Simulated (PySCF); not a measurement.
# CH2BF3O: NMR shifts at several levels of theory

Aim: compute the NMR shifts of CH2BF3O (`FBOC(F)F`) at several levels, and see how far they spread and what each costs.

Computed with PySCF 2.14.0, with density-fitted response routines of our own, on a single molecule in the gas phase. Atoms count from 0, in the outputs and in this text.

## Step 1: The molecule as given

8 atoms, charge 0, multiplicity 1; geometry from: GFN2-xTB.

Bonds of the start (Å): F0–B1 1.32, B1–O2 1.34, O2–C3 1.36, C3–F4 1.35, C3–F5 1.34, B1–H6 1.16, C3–H7 1.10.

## Step 2: Geometry optimisation at PBE0-D3(BJ)/def2-SVP

Job settings and geometry (Å):

```
{"job": {"xc": "PBE0", "basis": "def2-SVP", "d3": "d3bj", "grid": 1, "kind": "geom"}, "charge": 0, "multiplicity": 1}
F      1.117039    -1.087100    -0.737014
B      1.261441     0.108993    -0.191993
O      0.268254     0.628020     0.537196
C     -0.910573     0.007627     0.807597
F     -0.918256    -0.413305     2.086749
F     -1.907839     0.900419     0.696823
H      2.239436     0.720364    -0.348332
H     -1.140443    -0.855604     0.159244
```

Output:

```text
step   0  E = -438.24332892  max force = 0.018622
step   1  E = -438.24466222  max force = 0.009125
step   2  E = -438.24476666  max force = 0.002591
step   3  E = -438.24482513  max force = 0.001556
step   4  E = -438.24482870  max force = 0.001643
step   5  E = -438.24484908  max force = 0.000771
step   6  E = -438.24486160  max force = 0.000632
step   7  E = -438.24488216  max force = 0.001245
step   8  E = -438.24490814  max force = 0.001257
step   9  E = -438.24492703  max force = 0.001417
step  10  E = -438.24493889  max force = 0.000933
step  11  E = -438.24494866  max force = 0.000367
optimisation converged
```

Run time: 24 s. Hardware: 1 thread, shared host.

The steps of the relaxation:

```tsv
step	energy from step 0 (eV)	largest force component (eV/Å)
0	0.0000	0.9576
1	-0.0363	0.4692
2	-0.0391	0.1332
3	-0.0407	0.0800
4	-0.0408	0.0845
5	-0.0414	0.0396
6	-0.0417	0.0325
7	-0.0423	0.0640
8	-0.0430	0.0646
9	-0.0435	0.0729
10	-0.0438	0.0480
11	-0.0441	0.0189
```

Close pairs (by a distance rule), those that changed most:

```tsv
bond	before (Å)	after (Å)	change (Å)
B1–H6	1.164	1.200	+0.036
B1–O2	1.337	1.355	+0.018
C3–F5	1.343	1.331	-0.012
O2–C3	1.359	1.371	+0.012
C3–F4	1.347	1.339	-0.008
C3–H7	1.104	1.103	-0.001
F0–B1	1.322	1.323	+0.001
```

The final coordinates are the input of the step that follows.

```tsv
at the end point	value
point group (found at 0.08 Å tolerance)	C1
rotational constants (GHz, main isotopes)	7.436, 2.345, 2.053
dipole moment (D)	1.29
```

## Step 3: Shielding tensors: KT2/pcSseg-2

Job settings and geometry (Å):

```
{"job": {"kind": "nmr", "xc": "KT2", "basis": "pcSseg-2", "pop": false}, "charge": 0, "multiplicity": 1}
F      1.270114    -1.023625    -0.564741
B      1.262382     0.220190    -0.113662
O      0.159053     0.700806     0.510000
C     -0.955060    -0.064222     0.741749
F     -0.804205    -0.716586     1.900944
F     -1.994720     0.758363     0.855679
H      2.214996     0.934029    -0.261314
H     -1.144462    -0.797182    -0.060079
```

Level: GIAO KT2/pcSseg-2 NMR shielding, non-relativistic, gas phase.

Output:

```text
coarse grid: 7760 points
cycle   1  E = -445.0387955191  dE =  9.511e-01  |g| = 1.236e+00  |ddm| = 1.841e+00
cycle   2  E = -444.4591566441  dE =  5.796e-01  |g| = 2.258e+00  |ddm| = 1.526e+00
cycle   3  E = -445.2668865950  dE = -8.077e-01  |g| = 8.233e-02  |ddm| = 1.087e+00
cycle   4  E = -445.2678162320  dE = -9.296e-04  |g| = 5.628e-02  |ddm| = 7.475e-02
cycle   5  E = -445.2682841718  dE = -4.679e-04  |g| = 1.905e-02  |ddm| = 3.093e-02
cycle   6  E = -445.2683395147  dE = -5.534e-05  |g| = 5.468e-03  |ddm| = 1.103e-02
cycle   7  E = -445.2683440339  dE = -4.519e-06  |g| = 2.315e-03  |ddm| = 3.612e-03
final grid: 79184 points
cycle   8  E = -445.2705480117  dE = -3.862e-04  |g| = 3.908e-02  |ddm| = 9.871e-02
cycle   9  E = -445.2698770002  dE =  6.710e-04  |g| = 7.642e-02  |ddm| = 4.487e-02
cycle  10  E = -445.2707609535  dE = -8.840e-04  |g| = 6.132e-03  |ddm| = 3.165e-02
cycle  11  E = -445.2707675256  dE = -6.572e-06  |g| = 9.874e-04  |ddm| = 2.968e-03
cycle  12  E = -445.2707676709  dE = -1.453e-07  |g| = 1.604e-04  |ddm| = 4.733e-04
cycle  13  E = -445.2707676756  dE = -4.751e-09  |g| = 6.421e-05  |ddm| = 1.383e-04
cycle  14  E = -445.2707676763  dE = -6.262e-10  |g| = 2.330e-05  |ddm| = 3.811e-05
converged SCF energy = -445.2707676763

GIAO shielding tensors (ppm)
atom      isotropic    diamagn.    paramagn.     s11        s22        s33       span
  0 F      237.602     470.173    -232.571     63.210    246.719    402.877    339.667
  1 B       77.415     195.272    -117.857     67.556     78.171     86.519     18.963
  2 O      109.124     389.694    -280.569     -0.311    134.013    193.671    193.982
  3 C       63.090     240.173    -177.082     41.253     65.730     82.288     41.036
  4 F      242.577     467.842    -225.265    147.205    256.237    324.288    177.082
  5 F      264.509     466.248    -201.738    175.775    282.675    335.078    159.303
  6 H       26.829      27.622      -0.793     23.872     26.150     30.464      6.592
  7 H       24.093      30.113      -6.020     21.230     23.989     27.060      5.830
```

It took 22 s on 1 thread, shared host.

The references, computed at this level on geometries of the same kind, shield at (ppm): ¹H TMS 31.18, ¹³C TMS 182.3, ¹⁹F CFCl3 136.3, ¹⁷O H2O 324.4, ¹¹B BF3·OEt2 98.3. Their shielding less the atom's gives the shift. The references are single molecules in the gas phase, so shifts against H2O, NH3, PH3, H3PO4 or CFCl3 are not on the usual liquid scales and can be off by tens of ppm. Atoms listed in one row are averaged.

```tsv
atoms	environment	σ (ppm)	δ (ppm)
C3	sp3 CH bonded to 2 F and O	63.1	119.2
H7	hydrogen on an sp3 CH bonded to 2 F and O	24.09	7.08
H6	hydrogen on a boron bonded to F, O	26.83	4.35
F0	fluorine bonded to B	237.6	-101.3
F4, F5	fluorine of a CF2 group	253.5	-117.2
B1	boron bonded to F, O, H	77.4	20.9
O2	oxygen bonded to C, B	109.1	215.2
```

## Step 4: Nuclear shieldings: KT3/pcSseg-2

Settings changed since step 3:

```diff
@@ -1,2 +1,2 @@
-{"job": {"kind": "nmr", "xc": "KT2", "basis": "pcSseg-2", "pop": false}, "charge": 0, "multiplicity": 1}
+{"job": {"kind": "nmr", "xc": "KT3", "basis": "pcSseg-2", "pop": false}, "charge": 0, "multiplicity": 1}
 F      1.270114    -1.023625    -0.564741
```

With the program's defaults for keys left out, this is: GIAO KT3/pcSseg-2 NMR shielding, non-relativistic, gas phase.

Output:

```text
coarse grid: 7760 points
cycle   1  E = -444.5170951201  dE =  9.343e-01  |g| = 1.239e+00  |ddm| = 1.815e+00
cycle   2  E = -443.9529884723  dE =  5.641e-01  |g| = 2.233e+00  |ddm| = 1.532e+00
cycle   3  E = -444.7463970412  dE = -7.934e-01  |g| = 8.200e-02  |ddm| = 1.091e+00
cycle   4  E = -444.7473925064  dE = -9.955e-04  |g| = 5.136e-02  |ddm| = 7.251e-02
cycle   5  E = -444.7477742132  dE = -3.817e-04  |g| = 2.027e-02  |ddm| = 3.005e-02
cycle   6  E = -444.7478387925  dE = -6.458e-05  |g| = 4.920e-03  |ddm| = 1.153e-02
cycle   7  E = -444.7478422953  dE = -3.503e-06  |g| = 2.274e-03  |ddm| = 3.344e-03
final grid: 79184 points
cycle   8  E = -444.7499783312  dE = -3.634e-04  |g| = 4.121e-02  |ddm| = 8.408e-02
cycle   9  E = -444.7492025129  dE =  7.758e-04  |g| = 8.083e-02  |ddm| = 4.696e-02
cycle  10  E = -444.7502150112  dE = -1.012e-03  |g| = 6.026e-03  |ddm| = 3.362e-02
cycle  11  E = -444.7502214737  dE = -6.462e-06  |g| = 1.306e-03  |ddm| = 3.202e-03
cycle  12  E = -444.7502217266  dE = -2.529e-07  |g| = 3.298e-04  |ddm| = 7.209e-04
cycle  13  E = -444.7502217495  dE = -2.291e-08  |g| = 7.639e-05  |ddm| = 2.592e-04
cycle  14  E = -444.7502217505  dE = -1.063e-09  |g| = 2.570e-05  |ddm| = 5.629e-05
cycle  15  E = -444.7502217506  dE = -1.057e-10  |g| = 8.849e-06  |ddm| = 1.535e-05
converged SCF energy = -444.7502217506

GIAO shielding tensors (ppm)
atom      isotropic    diamagn.    paramagn.     s11        s22        s33       span
  0 F      247.184     472.195    -225.011     77.849    257.948    405.753    327.904
  1 B       78.142     195.402    -117.261     68.812     79.028     86.586     17.774
  2 O      117.702     391.441    -273.739     12.166    142.833    198.107    185.941
  3 C       63.354     239.369    -176.015     41.701     66.346     82.015     40.313
  4 F      248.695     469.248    -220.553    155.715    258.944    331.426    175.711
  5 F      268.483     467.767    -199.284    181.163    284.328    339.958    158.795
  6 H       27.098      27.968      -0.870     24.168     26.419     30.707      6.539
  7 H       24.344      30.337      -5.993     21.481     24.219     27.332      5.851
```

It took 23 s on 1 thread, shared host.

Key values: δ C3 118.0, F0 -100.3, F4 -111.7, B1 20.5, H7 7.01, H6 4.26 ppm (means over like atoms).

## Step 5: Nuclear shieldings: B97-D/pcSseg-2

Settings changed since step 4:

```diff
@@ -1,2 +1,2 @@
-{"job": {"kind": "nmr", "xc": "KT3", "basis": "pcSseg-2", "pop": false}, "charge": 0, "multiplicity": 1}
+{"job": {"kind": "nmr", "xc": "B97-D", "basis": "pcSseg-2", "pop": false}, "charge": 0, "multiplicity": 1}
 F      1.270114    -1.023625    -0.564741
```

Level: GIAO B97-D/pcSseg-2 NMR shielding, non-relativistic, gas phase.

Output:

```text
coarse grid: 7760 points
cycle   1  E = -438.7785738882  dE =  8.946e-01  |g| = 1.159e+00  |ddm| = 1.882e+00
cycle   2  E = -438.2693886251  dE =  5.092e-01  |g| = 2.127e+00  |ddm| = 1.371e+00
cycle   3  E = -438.9781670732  dE = -7.088e-01  |g| = 7.813e-02  |ddm| = 9.607e-01
cycle   4  E = -438.9789292469  dE = -7.622e-04  |g| = 5.798e-02  |ddm| = 7.156e-02
cycle   5  E = -438.9794529794  dE = -5.237e-04  |g| = 1.937e-02  |ddm| = 3.033e-02
cycle   6  E = -438.9795124104  dE = -5.943e-05  |g| = 4.832e-03  |ddm| = 1.036e-02
cycle   7  E = -438.9795162476  dE = -3.837e-06  |g| = 1.977e-03  |ddm| = 3.058e-03
final grid: 79184 points
cycle   8  E = -438.9657444037  dE = -1.791e-04  |g| = 2.565e-02  |ddm| = 4.754e-02
cycle   9  E = -438.9655178697  dE =  2.265e-04  |g| = 4.693e-02  |ddm| = 2.603e-02
cycle  10  E = -438.9658296452  dE = -3.118e-04  |g| = 3.822e-03  |ddm| = 1.805e-02
cycle  11  E = -438.9658322134  dE = -2.568e-06  |g| = 8.858e-04  |ddm| = 1.959e-03
cycle  12  E = -438.9658323403  dE = -1.269e-07  |g| = 1.712e-04  |ddm| = 4.860e-04
cycle  13  E = -438.9658323465  dE = -6.156e-09  |g| = 2.727e-05  |ddm| = 1.359e-04
cycle  14  E = -438.9658323466  dE = -9.720e-11  |g| = 1.654e-05  |ddm| = 2.170e-05
converged SCF energy = -438.9658323466

GIAO shielding tensors (ppm)
atom      isotropic    diamagn.    paramagn.     s11        s22        s33       span
  0 F      248.377     471.552    -223.175     80.125    253.290    411.714    331.589
  1 B       75.281     195.251    -119.970     64.583     76.650     84.609     20.026
  2 O      116.744     393.457    -276.713      9.018    140.393    200.822    191.804
  3 C       58.206     239.037    -180.831     36.225     61.312     77.080     40.855
  4 F      252.337     468.843    -216.506    160.306    267.052    329.654    169.348
  5 F      271.237     467.484    -196.246    185.228    291.228    337.257    152.029
  6 H       27.093      28.408      -1.315     24.201     26.444     30.635      6.434
  7 H       24.352      30.019      -5.666     21.557     24.284     27.217      5.660
```

Run time: 22 s. Hardware: 1 thread, shared host.

Key values: δ C3 120.8, F0 -94.2, F4 -107.6, B1 21.1, H7 7.04, H6 4.30 ppm (means over like atoms).

## Step 6: Nuclear shieldings: B3LYP/pcSseg-2

Settings changed since step 5:

```diff
@@ -1,2 +1,2 @@
-{"job": {"kind": "nmr", "xc": "B97-D", "basis": "pcSseg-2", "pop": false}, "charge": 0, "multiplicity": 1}
+{"job": {"kind": "nmr", "xc": "B3LYP", "basis": "pcSseg-2", "pop": false}, "charge": 0, "multiplicity": 1}
 F      1.270114    -1.023625    -0.564741
```

Method: GIAO B3LYP/pcSseg-2 NMR shielding, non-relativistic, gas phase.

Output:

```text
coarse grid: 7760 points
cycle   1  E = -439.0545734932  dE =  9.235e-01  |g| = 1.056e+00  |ddm| = 1.853e+00
cycle   2  E = -438.8242632048  dE =  2.303e-01  |g| = 1.630e+00  |ddm| = 1.051e+00
cycle   3  E = -439.2246013071  dE = -4.003e-01  |g| = 4.016e-02  |ddm| = 6.555e-01
cycle   4  E = -439.2247614167  dE = -1.601e-04  |g| = 2.553e-02  |ddm| = 3.072e-02
cycle   5  E = -439.2248600207  dE = -9.860e-05  |g| = 9.940e-03  |ddm| = 1.479e-02
cycle   6  E = -439.2248745271  dE = -1.451e-05  |g| = 2.503e-03  |ddm| = 4.410e-03
cycle   7  E = -439.2248755654  dE = -1.038e-06  |g| = 3.980e-04  |ddm| = 1.290e-03
final grid: 79184 points
cycle   8  E = -439.2170710060  dE = -1.096e-04  |g| = 4.135e-03  |ddm| = 2.929e-02
cycle   9  E = -439.2170686063  dE =  2.400e-06  |g| = 5.823e-03  |ddm| = 3.571e-03
cycle  10  E = -439.2170734215  dE = -4.815e-06  |g| = 3.866e-04  |ddm| = 2.184e-03
cycle  11  E = -439.2170734341  dE = -1.251e-08  |g| = 2.489e-04  |ddm| = 2.706e-04
cycle  12  E = -439.2170734438  dE = -9.728e-09  |g| = 6.195e-05  |ddm| = 1.166e-04
cycle  13  E = -439.2170734444  dE = -6.016e-10  |g| = 1.885e-05  |ddm| = 3.599e-05
converged SCF energy = -439.2170734444

GIAO shielding tensors (ppm)
atom      isotropic    diamagn.    paramagn.     s11        s22        s33       span
  0 F      250.793     471.099    -220.307     78.880    257.125    416.373    337.494
  1 B       72.799     193.322    -120.524     58.777     75.014     84.606     25.829
  2 O      115.593     392.325    -276.732      2.991    140.405    203.383    200.392
  3 C       58.810     236.621    -177.811     38.510     61.095     76.825     38.315
  4 F      256.877     468.322    -211.445    160.927    272.160    337.543    176.616
  5 F      275.447     466.967    -191.520    184.932    296.845    344.564    159.632
  6 H       27.068      28.319      -1.251     24.099     26.433     30.673      6.574
  7 H       24.536      29.647      -5.111     21.687     24.444     27.476      5.788
```

Run time: 18 s. Hardware: 1 thread, shared host.

In short: δ C3 120.4, F0 -81.0, F4 -96.4, B1 23.6, H7 6.85, H6 4.32 ppm (means over like atoms).

## Step 7: NMR shieldings: PBE0/pcSseg-2

Settings changed since step 6:

```diff
@@ -1,2 +1,2 @@
-{"job": {"kind": "nmr", "xc": "B3LYP", "basis": "pcSseg-2", "pop": false}, "charge": 0, "multiplicity": 1}
+{"job": {"kind": "nmr", "xc": "PBE0", "basis": "pcSseg-2", "pop": false}, "charge": 0, "multiplicity": 1}
 F      1.270114    -1.023625    -0.564741
```

Method: GIAO PBE0/pcSseg-2 NMR shielding, non-relativistic, gas phase.

Output:

```text
coarse grid: 7760 points
cycle   1  E = -438.6191293403  dE =  9.284e-01  |g| = 9.738e-01  |ddm| = 1.853e+00
cycle   2  E = -438.4750756183  dE =  1.441e-01  |g| = 1.394e+00  |ddm| = 9.151e-01
cycle   3  E = -438.7675862487  dE = -2.925e-01  |g| = 3.111e-02  |ddm| = 5.458e-01
cycle   4  E = -438.7677014670  dE = -1.152e-04  |g| = 1.472e-02  |ddm| = 2.219e-02
cycle   5  E = -438.7677331136  dE = -3.165e-05  |g| = 4.159e-03  |ddm| = 9.020e-03
cycle   6  E = -438.7677360485  dE = -2.935e-06  |g| = 1.438e-03  |ddm| = 2.612e-03
final grid: 79184 points
cycle   7  E = -438.7639341004  dE = -1.132e-04  |g| = 8.647e-03  |ddm| = 3.177e-02
cycle   8  E = -438.7639198263  dE =  1.427e-05  |g| = 1.283e-02  |ddm| = 7.958e-03
cycle   9  E = -438.7639457828  dE = -2.596e-05  |g| = 8.802e-04  |ddm| = 4.980e-03
cycle  10  E = -438.7639459038  dE = -1.210e-07  |g| = 4.419e-04  |ddm| = 6.338e-04
cycle  11  E = -438.7639459332  dE = -2.941e-08  |g| = 9.997e-05  |ddm| = 1.897e-04
cycle  12  E = -438.7639459346  dE = -1.392e-09  |g| = 1.858e-05  |ddm| = 4.994e-05
cycle  13  E = -438.7639459347  dE = -4.889e-11  |g| = 4.666e-06  |ddm| = 1.039e-05
converged SCF energy = -438.7639459347

GIAO shielding tensors (ppm)
atom      isotropic    diamagn.    paramagn.     s11        s22        s33       span
  0 F      252.523     470.808    -218.285     79.920    259.221    418.427    338.508
  1 B       75.323     194.853    -119.530     61.198     77.517     87.254     26.056
  2 O      122.714     392.508    -269.793     11.013    146.104    211.027    200.015
  3 C       64.926     238.295    -173.369     45.065     67.025     82.687     37.622
  4 F      262.018     467.372    -205.354    167.403    279.024    339.627    172.224
  5 F      280.363     466.077    -185.714    191.296    303.108    346.685    155.389
  6 H       26.895      28.069      -1.174     23.899     26.202     30.583      6.684
  7 H       24.494      29.787      -5.293     21.563     24.355     27.564      6.002
```

Run time: 17 s. Hardware: 1 thread, shared host.

Key values: δ C3 119.2, F0 -76.7, F4 -95.4, B1 23.7, H7 6.75, H6 4.35 ppm (means over like atoms).

## Step 8: NMR shieldings: mPW1PW91/pcSseg-2

Settings changed since step 7:

```diff
@@ -1,2 +1,2 @@
-{"job": {"kind": "nmr", "xc": "PBE0", "basis": "pcSseg-2", "pop": false}, "charge": 0, "multiplicity": 1}
+{"job": {"kind": "nmr", "xc": "mPW1PW91", "basis": "pcSseg-2", "pop": false}, "charge": 0, "multiplicity": 1}
 F      1.270114    -1.023625    -0.564741
```

With the program's defaults for keys left out, this is: GIAO mPW1PW91/pcSseg-2 NMR shielding, non-relativistic, gas phase.

Output:

```text
coarse grid: 7760 points
cycle   1  E = -438.9469135364  dE =  9.320e-01  |g| = 1.003e+00  |ddm| = 1.849e+00
cycle   2  E = -438.7944274063  dE =  1.525e-01  |g| = 1.435e+00  |ddm| = 9.362e-01
cycle   3  E = -439.1032040032  dE = -3.088e-01  |g| = 3.081e-02  |ddm| = 5.610e-01
cycle   4  E = -439.1033221176  dE = -1.181e-04  |g| = 1.409e-02  |ddm| = 2.193e-02
cycle   5  E = -439.1033504793  dE = -2.836e-05  |g| = 4.102e-03  |ddm| = 8.651e-03
cycle   6  E = -439.1033533580  dE = -2.879e-06  |g| = 1.378e-03  |ddm| = 2.578e-03
final grid: 79184 points
cycle   7  E = -439.0978884182  dE = -1.084e-04  |g| = 6.518e-03  |ddm| = 3.098e-02
cycle   8  E = -439.0978808817  dE =  7.536e-06  |g| = 9.515e-03  |ddm| = 5.845e-03
cycle   9  E = -439.0978948432  dE = -1.396e-05  |g| = 6.687e-04  |ddm| = 3.691e-03
cycle  10  E = -439.0978949050  dE = -6.185e-08  |g| = 3.937e-04  |ddm| = 5.180e-04
cycle  11  E = -439.0978949291  dE = -2.404e-08  |g| = 8.397e-05  |ddm| = 1.706e-04
cycle  12  E = -439.0978949301  dE = -1.021e-09  |g| = 1.309e-05  |ddm| = 4.259e-05
cycle  13  E = -439.0978949301  dE = -2.217e-11  |g| = 4.098e-06  |ddm| = 7.223e-06
converged SCF energy = -439.0978949301

GIAO shielding tensors (ppm)
atom      isotropic    diamagn.    paramagn.     s11        s22        s33       span
  0 F      253.818     470.750    -216.932     81.849    260.987    418.618    336.769
  1 B       75.395     194.960    -119.565     61.318     77.742     87.126     25.808
  2 O      123.521     392.415    -268.894     12.027    147.074    211.464    199.437
  3 C       64.231     238.457    -174.225     44.468     66.357     81.869     37.401
  4 F      263.096     467.517    -204.421    168.584    280.028    340.677    172.093
  5 F      281.160     466.238    -185.078    192.191    303.801    347.487    155.295
  6 H       26.965      28.098      -1.133     23.977     26.270     30.649      6.671
  7 H       24.553      29.758      -5.205     21.631     24.425     27.602      5.971
```

Run time: 19 s. Hardware: 1 thread, shared host.

In short: δ C3 119.3, F0 -76.6, F4 -94.9, B1 23.7, H7 6.74, H6 4.33 ppm (means over like atoms).

## Step 9: Comparing the runs: NMR shifts

Shifts (ppm), means over like atoms, with basis size and wall time:

```tsv
run	C3	H7	H6	F0	F4	B1	O2	functions	time
KT2/pcSseg-2	119.2	7.08	4.35	-101.3	-117.2	20.9	215.2	244	22 s
KT3/pcSseg-2	118.0	7.01	4.26	-100.3	-111.7	20.5	206.1	244	23 s
B97-D/pcSseg-2	120.8	7.04	4.30	-94.2	-107.6	21.1	208.5	244	22 s
B3LYP/pcSseg-2	120.4	6.85	4.32	-81.0	-96.4	23.6	210.3	244	18 s
PBE0/pcSseg-2	119.2	6.75	4.35	-76.7	-95.4	23.7	205.4	244	17 s
mPW1PW91/pcSseg-2	119.3	6.74	4.33	-76.6	-94.9	23.7	203.6	244	19 s
```

## Step 10: What came out

| quantity | value |
| --- | --- |
| point group | C1 |
| rotational constants (main isotopes) | 7.44, 2.35, 2.05 GHz |
| ¹³C shifts against TMS (KT2/pcSseg-2) | 119.2 ppm |
| ¹H shifts against TMS (KT2/pcSseg-2) | 7.08, 4.35 ppm |
| ¹⁹F shifts against CFCl3 (KT2/pcSseg-2, means over atoms taken as alike) | -101.3, -117.2 ppm |
| ¹¹B shifts against BF3·OEt2 (KT2/pcSseg-2) | 20.9 ppm |
| ¹⁷O shifts against H2O (KT2/pcSseg-2) | 215.2 ppm |
| range of the shift of F0 | -101.3 to -76.6 ppm |

Single values in the summary come from the first run of each kind that ended normally (KT2/pcSseg-2), which need not be the best level. Relaxing lowered the energy by 0.044 eV in 11 steps; the close pair that moved most is B1–H6, from 1.164 to 1.200 Å. No frequency check was run at this level, so the end point may be a saddle. H7 (hydrogen on an sp3 CH bonded to 2 F and O) lies farthest downfield among hydrogen, at 7.08 ppm; its carbon carries F and O, which withdraws density. At KT2/pcSseg-2: The widest tensor belongs to F0: span 340 ppm, with a paramagnetic part of -233 ppm. Across the 6 runs the shift of F0 moves most, between -101.3 (KT2/pcSseg-2) and -76.6 ppm (mPW1PW91/pcSseg-2).
